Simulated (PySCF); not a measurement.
# C₇H₇F: magnetic properties

What do calculations give for the magnetic properties of C₇H₇F (`F[C@@]12C=C[C@H]3C[C@@H]1[C@H]32`)?

Programs: PySCF 2.14.0, with routines of our own; each step states its level. All values are computed. Atoms count from 0.

## Step 1: The starting structure

15 atoms, charge 0, multiplicity 1; geometry from: GFN2-xTB.

## Step 2: Magnetic properties: GIAO B97-2/pcSseg-1

Job settings and geometry (Å):

```
{"job": {"kind": "mag", "xc": "B97-2", "basis": "pcSseg-1", "isotopologues": 2}, "charge": 0, "multiplicity": 1}
F     -0.272966    -2.488747     0.746545
C     -0.019863    -1.225581     0.307973
C      1.240301    -0.962487    -0.411405
C      1.487908     0.342902    -0.359140
C      0.330847     1.038494     0.297106
C     -0.854567     0.905414    -0.706447
C     -1.247872    -0.371635     0.001315
C     -0.357592    -0.038339     1.165847
H      1.819464    -1.744674    -0.863138
H      2.302066     0.869524    -0.820642
H      0.526921     2.022154     0.711799
H     -0.595284     0.843887    -1.764058
H     -1.597246     1.683489    -0.550741
H     -2.223328    -0.829150    -0.001528
H     -0.543200    -0.037263     2.224601
```

With the program's defaults for keys left out, this is: GIAO B97-2/pcSseg-1 magnetisability, rotational g tensor and spin-rotation constants, non-relativistic, gas phase.

Launch:

```sh
$ OMP_NUM_THREADS=1 python excited_run.py task.json out
```

The driver reads the jobs from task.json and runs them one after another.

The program printed:

```text
coarse grid: 13032 points
cycle   1  E = -370.4314059513  dE =  1.561e+00  |g| = 5.344e-01  |ddm| = 3.677e+00
cycle   2  E = -370.4080867492  dE =  2.332e-02  |g| = 6.817e-01  |ddm| = 1.004e+00
cycle   3  E = -370.4868943220  dE = -7.881e-02  |g| = 7.324e-02  |ddm| = 5.706e-01
cycle   4  E = -370.4877027520  dE = -8.084e-04  |g| = 4.110e-02  |ddm| = 1.069e-01
cycle   5  E = -370.4880931339  dE = -3.904e-04  |g| = 9.865e-03  |ddm| = 4.487e-02
cycle   6  E = -370.4881127063  dE = -1.957e-05  |g| = 4.233e-03  |ddm| = 1.290e-02
cycle   7  E = -370.4881168411  dE = -4.135e-06  |g| = 5.496e-04  |ddm| = 5.174e-03
final grid: 127664 points
cycle   8  E = -370.5317320935  dE = -8.358e-05  |g| = 6.389e-03  |ddm| = 5.762e-02
cycle   9  E = -370.5317278035  dE =  4.290e-06  |g| = 8.401e-03  |ddm| = 1.156e-02
cycle  10  E = -370.5317378244  dE = -1.002e-05  |g| = 5.643e-04  |ddm| = 7.314e-03
cycle  11  E = -370.5317378669  dE = -4.246e-08  |g| = 2.882e-04  |ddm| = 1.002e-03
cycle  12  E = -370.5317378861  dE = -1.921e-08  |g| = 3.619e-05  |ddm| = 3.661e-04
cycle  13  E = -370.5317378864  dE = -2.603e-10  |g| = 1.684e-05  |ddm| = 5.082e-05
converged SCF energy = -370.5317378864

Magnetisability tensor (1e-30 J/T^2)
    -1041.67     -112.74      -70.83
     -112.74    -1091.12      111.31
      -70.83      111.31    -1279.95
isotropic -1137.58   principal values   -1332.73  -1171.79   -908.21
isotropic susceptibility -68.507 1e-6 cm^3/mol

Inertial axes            a          b          c
rot. const./GHz      3.8791     2.4296     1.8710
chi total           -71.121    -59.165    -75.233
chi diamagnetic    -413.956   -568.509   -716.566
chi paramagnetic    342.835    509.344    641.333
quadrupole/D A       -2.913      2.894      0.019
g nuclear            0.6093     0.5541     0.5583
g electronic        -0.6248    -0.5814    -0.5637
g total             -0.0155    -0.0272    -0.0054

Spin-rotation constants (kHz, H = +C I.J)
atom  isotope        aa         bb         cc
  0    19F        1.750      0.505      1.024
  8     1H       -0.198      0.056     -0.150
  9     1H       -0.103      0.058     -0.212
 10     1H       -0.044     -0.283     -0.088
 11     1H       -0.447     -0.211     -0.003
 12     1H       -0.194     -0.018     -0.217
 13     1H       -0.333     -0.013     -0.184
 14     1H       -0.444     -0.233      0.072
  1    13C*       0.710      0.740      0.534
  2    13C*       1.186      1.093      0.354
  3    13C*       1.151      1.122      0.386
  4    13C*       0.702      0.453      0.324
  5    13C*       0.816      0.364      0.269
  6    13C*       0.516      0.372      0.324
  7    13C*       0.435      0.420      0.540
* in the singly substituted isotopologue

Isotopologues: g along a, b, c
2H    at 8,9,10,11,12,1    -0.0129    -0.0244    -0.0049
13C   at 1                 -0.0155    -0.0271    -0.0053
```

It took 23 s on 1 thread of Arm Neoverse V1, shared host; peak memory 0.78 GiB.

From this job:

```csv
quantity,value
magnetisability,-1138·10⁻³⁰ J/T²
molar susceptibility,-68.5·10⁻⁶ cm³/mol
"rotational g (a, b, c)","-0.0155, -0.0272, -0.0054"
```

## Step 3: Magnetic properties: GIAO KT1/pcSseg-0

Settings changed since step 2:

```diff
@@ -1,2 +1,2 @@
-{"job": {"kind": "mag", "xc": "B97-2", "basis": "pcSseg-1", "isotopologues": 2}, "charge": 0, "multiplicity": 1}
+{"job": {"kind": "mag", "xc": "KT1", "basis": "pcSseg-0", "scf": {"guess": "atom"}}, "charge": 0, "multiplicity": 1}
 F     -0.272966    -2.488747     0.746545
```

With the program's defaults for keys left out, this is: GIAO KT1/pcSseg-0 magnetisability, rotational g tensor and spin-rotation constants, non-relativistic, gas phase.

The program printed:

```text
final grid: 127664 points
cycle   1  E = -374.1637614746  dE =  2.687e+00  |g| = 1.025e+00  |ddm| = 6.183e+00
cycle   2  E = -373.9848978305  dE =  1.789e-01  |g| = 1.294e+00  |ddm| = 3.392e+00
cycle   3  E = -374.4223280338  dE = -4.374e-01  |g| = 2.269e-01  |ddm| = 3.097e+00
cycle   4  E = -374.4322039829  dE = -9.876e-03  |g| = 9.720e-02  |ddm| = 7.798e-01
cycle   5  E = -374.4342080407  dE = -2.004e-03  |g| = 4.365e-02  |ddm| = 2.376e-01
cycle   6  E = -374.4347020543  dE = -4.940e-04  |g| = 6.778e-03  |ddm| = 6.850e-02
cycle   7  E = -374.4347106024  dE = -8.548e-06  |g| = 2.672e-03  |ddm| = 1.824e-02
cycle   8  E = -374.4347122931  dE = -1.691e-06  |g| = 3.795e-04  |ddm| = 6.465e-03
cycle   9  E = -374.4347123329  dE = -3.976e-08  |g| = 1.218e-04  |ddm| = 1.682e-03
cycle  10  E = -374.4347123365  dE = -3.601e-09  |g| = 4.992e-05  |ddm| = 3.453e-04
cycle  11  E = -374.4347123371  dE = -5.836e-10  |g| = 1.397e-05  |ddm| = 1.308e-04
converged SCF energy = -374.4347123371

Magnetisability tensor (1e-30 J/T^2)
    -1068.73     -112.43      -80.41
     -112.43    -1104.42      111.19
      -80.41      111.19    -1317.38
isotropic -1163.51   principal values   -1368.53  -1195.24   -926.77
isotropic susceptibility -70.068 1e-6 cm^3/mol

Inertial axes            a          b          c
rot. const./GHz      3.8791     2.4296     1.8710
chi total           -71.996    -60.587    -77.622
chi diamagnetic    -416.014   -570.587   -718.373
chi paramagnetic    344.018    510.000    640.752
quadrupole/D A       -2.783      3.059     -0.276
g nuclear            0.6093     0.5541     0.5583
g electronic        -0.6269    -0.5821    -0.5632
g total             -0.0176    -0.0280    -0.0049

Spin-rotation constants (kHz, H = +C I.J)
atom  isotope        aa         bb         cc
  0    19F        2.312      0.306      0.598
  8     1H       -0.225      0.018     -0.179
  9     1H       -0.127      0.025     -0.234
 10     1H       -0.074     -0.304     -0.105
 11     1H       -0.490     -0.228     -0.017
 12     1H       -0.221     -0.034     -0.234
 13     1H       -0.369     -0.031     -0.216
 14     1H       -0.480     -0.255      0.051
  1    13C*       0.688      0.713      0.521
  2    13C*       1.153      1.030      0.323
  3    13C*       1.097      1.051      0.359
  4    13C*       0.664      0.422      0.302
  5    13C*       0.780      0.346      0.245
  6    13C*       0.470      0.363      0.294
  7    13C*       0.381      0.396      0.527
* in the singly substituted isotopologue
```

Wall time 13 s (1 thread of Arm Neoverse V1, shared host); peak memory 0.55 GiB.

Key values:

```csv
quantity,value
magnetisability,-1164·10⁻³⁰ J/T²
molar susceptibility,-70.1·10⁻⁶ cm³/mol
"rotational g (a, b, c)","-0.0176, -0.0280, -0.0049"
```

## Step 4: Magnetic properties: GIAO B3LYP/6-31G

Settings changed since step 3:

```diff
@@ -1,2 +1,2 @@
-{"job": {"kind": "mag", "xc": "KT1", "basis": "pcSseg-0", "scf": {"guess": "atom"}}, "charge": 0, "multiplicity": 1}
+{"job": {"kind": "mag", "xc": "B3LYP", "basis": "6-31G", "scf": {"guess": "random", "max_cycle": 89}}, "charge": 0, "multiplicity": 1}
 F     -0.272966    -2.488747     0.746545
```

Method: GIAO B3LYP/6-31G magnetisability, rotational g tensor and spin-rotation constants, non-relativistic, gas phase.

The program printed:

```text
start from random orthonormal orbitals
final grid: 127664 points
cycle   1  E = -345.0448054420  dE = -1.644e+02  |g| = 7.794e+00  |ddm| = 5.882e+02
cycle   2  E = -307.3434150915  dE =  3.770e+01  |g| = 8.608e+00  |ddm| = 1.270e+02
cycle   3  E = -349.3175429821  dE = -4.197e+01  |g| = 5.892e+00  |ddm| = 1.231e+02
cycle   4  E = -363.2998277321  dE = -1.398e+01  |g| = 4.784e+00  |ddm| = 3.229e+01
cycle   5  E = -370.2804584403  dE = -6.981e+00  |g| = 1.021e+00  |ddm| = 1.041e+01
cycle   6  E = -370.4084683480  dE = -1.280e-01  |g| = 8.530e-01  |ddm| = 2.373e+00
cycle   7  E = -370.5715067355  dE = -1.630e-01  |g| = 2.306e-01  |ddm| = 1.085e+00
cycle   8  E = -370.5794263598  dE = -7.920e-03  |g| = 1.692e-01  |ddm| = 4.490e-01
cycle   9  E = -370.5860417592  dE = -6.615e-03  |g| = 7.091e-02  |ddm| = 2.264e-01
cycle  10  E = -370.5871489808  dE = -1.107e-03  |g| = 1.829e-02  |ddm| = 1.095e-01
cycle  11  E = -370.5872233161  dE = -7.434e-05  |g| = 5.318e-03  |ddm| = 2.538e-02
cycle  12  E = -370.5872310337  dE = -7.718e-06  |g| = 7.662e-04  |ddm| = 9.648e-03
cycle  13  E = -370.5872311908  dE = -1.572e-07  |g| = 2.572e-04  |ddm| = 1.782e-03
cycle  14  E = -370.5872312066  dE = -1.576e-08  |g| = 8.467e-05  |ddm| = 4.655e-04
cycle  15  E = -370.5872312085  dE = -1.900e-09  |g| = 1.954e-05  |ddm| = 1.255e-04
cycle  16  E = -370.5872312086  dE = -8.527e-11  |g| = 8.053e-06  |ddm| = 3.422e-05
converged SCF energy = -370.5872312086

Magnetisability tensor (1e-30 J/T^2)
    -1047.46     -108.77      -76.72
     -108.77    -1088.71      108.17
      -76.72      108.17    -1283.08
isotropic -1139.75   principal values   -1334.22  -1172.47   -912.57
isotropic susceptibility -68.637 1e-6 cm^3/mol

Inertial axes            a          b          c
rot. const./GHz      3.8791     2.4296     1.8710
chi total           -70.838    -59.451    -75.624
chi diamagnetic    -412.877   -568.184   -716.227
chi paramagnetic    342.039    508.733    640.603
quadrupole/D A       -3.759      3.330      0.430
g nuclear            0.6093     0.5541     0.5583
g electronic        -0.6233    -0.5807    -0.5631
g total             -0.0140    -0.0266    -0.0047

Spin-rotation constants (kHz, H = +C I.J)
atom  isotope        aa         bb         cc
  0    19F        1.704      0.425      0.826
  8     1H       -0.219      0.033     -0.165
  9     1H       -0.116      0.037     -0.228
 10     1H       -0.068     -0.296     -0.102
 11     1H       -0.462     -0.226     -0.011
 12     1H       -0.218     -0.034     -0.229
 13     1H       -0.359     -0.026     -0.202
 14     1H       -0.471     -0.253      0.060
  1    13C*       0.646      0.679      0.490
  2    13C*       1.087      1.002      0.315
  3    13C*       1.066      1.028      0.353
  4    13C*       0.638      0.418      0.297
  5    13C*       0.741      0.328      0.241
  6    13C*       0.467      0.348      0.300
  7    13C*       0.399      0.380      0.512
* in the singly substituted isotopologue
```

Wall time 13 s (1 thread of Arm Neoverse V1, shared host); peak memory 0.6 GiB.

Despite a poor start guess, the SCF converged in 16 cycles.

In short:

```csv
quantity,value
magnetisability,-1140·10⁻³⁰ J/T²
molar susceptibility,-68.6·10⁻⁶ cm³/mol
"rotational g (a, b, c)","-0.0140, -0.0266, -0.0047"
```

## Step 5: Magnetic properties side by side

```csv
level,ξ (10⁻³⁰ J/T²),g(a),g(b),gap (eV),functions,time
GIAO B97-2/pcSseg-1,-1138,-0.0155,-0.0272,6.51,171,23 s
GIAO KT1/pcSseg-0,-1164,-0.0176,-0.0280,4.86,86,13 s
GIAO B3LYP/6-31G,-1140,-0.0140,-0.0266,6.58,86,13 s
```

## Step 6: Summary of results

```
                                            quantity                      value
       magnetisability (step 2, GIAO B97-2/pcSseg-1)           -1138·10⁻³⁰ J/T²
  molar susceptibility (step 2, GIAO B97-2/pcSseg-1)         -68.5·10⁻⁶ cm³/mol
rotational g (a, b, c) (step 2, GIAO B97-2/pcSseg-1)  -0.0155, -0.0272, -0.0054
                     magnetisability over the levels  -1164 to -1138·10⁻³⁰ J/T²
```

What this shows: The magnetisability spreads by 2.3 % over 3 levels, from GIAO KT1/pcSseg-0 (13 s) to GIAO B97-2/pcSseg-1 (23 s); the runs took 13 s to 23 s. Vibrational averaging and real surroundings are missing from these values.
